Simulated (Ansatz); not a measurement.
# HSe+ (singlet): from Hartree-Fock to the top rungs at distance Se1–H2 = 4.092 Å, aug-cc-pVDZ

How much of the correlation energy of HSe+ (singlet) does each wave-function method recover here?

Program: Ansatz 0.2.0, Gaussian basis. Level of theory: aug-cc-pVDZ, core rule «outside noble gas», up to 14 orbitals frozen. These are calculated values, not measurements.

To be run: UHF; CCSD(T) on RHF; CCSD(T) on UHF; BCCD(T) on RHF; CISD; CCSDT(Q) on RHF; CCSDT(Q) on UHF; CASSCF and MRCISD+Q, 2 electrons in 2 orbitals; CASSCF and NEVPT2, 2 electrons in 2 orbitals; CASSCF and MRCISD+Q, 6 electrons in 5 orbitals; CASSCF and NEVPT2, 6 electrons in 5 orbitals; Full CI.

19 further runs of the same task are left out: 1 for a mislabelled method, 14 that didn't finish, 4 set aside as unsound or not needed.

### 1 The system

The geometry derives from a PBE0/def2-TZVP stationary point (not a proven minimum). One bond is set to the value named and the two fragments are kept rigid. No spin-orbit coupling is included. The filled d shell of Se may be among the frozen orbitals whatever the setting's name suggests; the logs give the count.

2 atoms, charge 1, spin multiplicity 1.

Atoms are counted from 1 here; the program's logs count them from 0.

No contacts short enough for the rule that draws bonds.

Geometry (Å):

```xyz
2
charge 1, multiplicity 1
Se    0.00000    0.00000    0.00000
H     0.00000    0.00000    4.09200
```

### 2 UHF

The input, in.yaml:

```yaml
crystal:
  periodic: [false, false, false]
  atoms:
    - {symbol: Se, position_ang: [0.000000, 0.000000, 0.000000]}
    - {symbol: H, position_ang: [0.000000, 0.000000, 4.092000]}
basis:
  gaussian: {orbitals: aug-cc-pVDZ}
total_charge: 1
magnetization: {spin_polarized: true, initial_magnetization: 0}
hamiltonian: {xc: hf}
output: {orbitals: {seedname: orbitals}}
```

Command:

```sh
ansatz run in.yaml --threads 1 --pin off --events-out ev --progress --plain --max-ram 2393MiB
```

The runs that follow: CCSD(T) on RHF; CCSD(T) on UHF; BCCD(T) on RHF; CISD; CCSDT(Q) on RHF; CCSDT(Q) on UHF; CASSCF and MRCISD+Q, 2 electrons in 2 orbitals; CASSCF and NEVPT2, 2 electrons in 2 orbitals; CASSCF and MRCISD+Q, 6 electrons in 5 orbitals; CASSCF and NEVPT2, 6 electrons in 5 orbitals; Full CI.

Q: Predict the results of all the runs planned. Wanted: FCI below the RHF energy; RMP2 from FCI; UMP2 from FCI; RCCSD from FCI; RCCSD(T) from FCI; UCCSD(T) from FCI; RCCSDT(Q) from FCI; UCCSDT(Q) from FCI; NEVPT2 valence from FCI.

As calculated:

| quantity | value |
| --- | --- |
| FCI below the RHF energy | -6.0141 eV |
| RMP2 from FCI | +231.2 kJ/mol |
| UMP2 from FCI | -21.5 kJ/mol |
| RCCSD from FCI | +62.5 kJ/mol |
| RCCSD(T) from FCI | -58.2 kJ/mol |
| UCCSD(T) from FCI | -145.2 kJ/mol |
| RCCSDT(Q) from FCI | -10.1 kJ/mol |
| UCCSDT(Q) from FCI | +0.8 kJ/mol |
| NEVPT2 valence from FCI | +46.7 kJ/mol |
| MRCISD+Q valence from FCI | -3.4 kJ/mol |
| levels within 1 kcal/mol (43 meV) | BCCD(T), RCCSDT, UCCSDT, UCCSDT(Q), MRCISD+Q valence |
| T1 diagnostic | 0.231 |
| effectively unpaired electrons | 3.95 |

**Reading.** RCCSD(T) lands -58.2 kJ/mol from the yardstick (10.0 % of the correlation energy). CCSD(T) misses by -58.2 kJ/mol on the restricted determinant and by -145.2 kJ/mol on the unrestricted one; the two need not hold the same state or core. UMP2, UCCSD, RCCSD(T), UCCSD(T), RCCSDT(Q), MRCISD+Q valence fall below full CI: unrestricted runs freeze a spin-polarised core, another one than full CI's, and coupled cluster isn't variational. With 3.9 effectively unpaired electrons against 0 the state is strongly multireference. Of the multireference levels listed MRCISD+Q valence comes nearest in total energy (-3.4 kJ/mol), which doesn't show that its space is the better one. These misses are within one basis, not against nature.
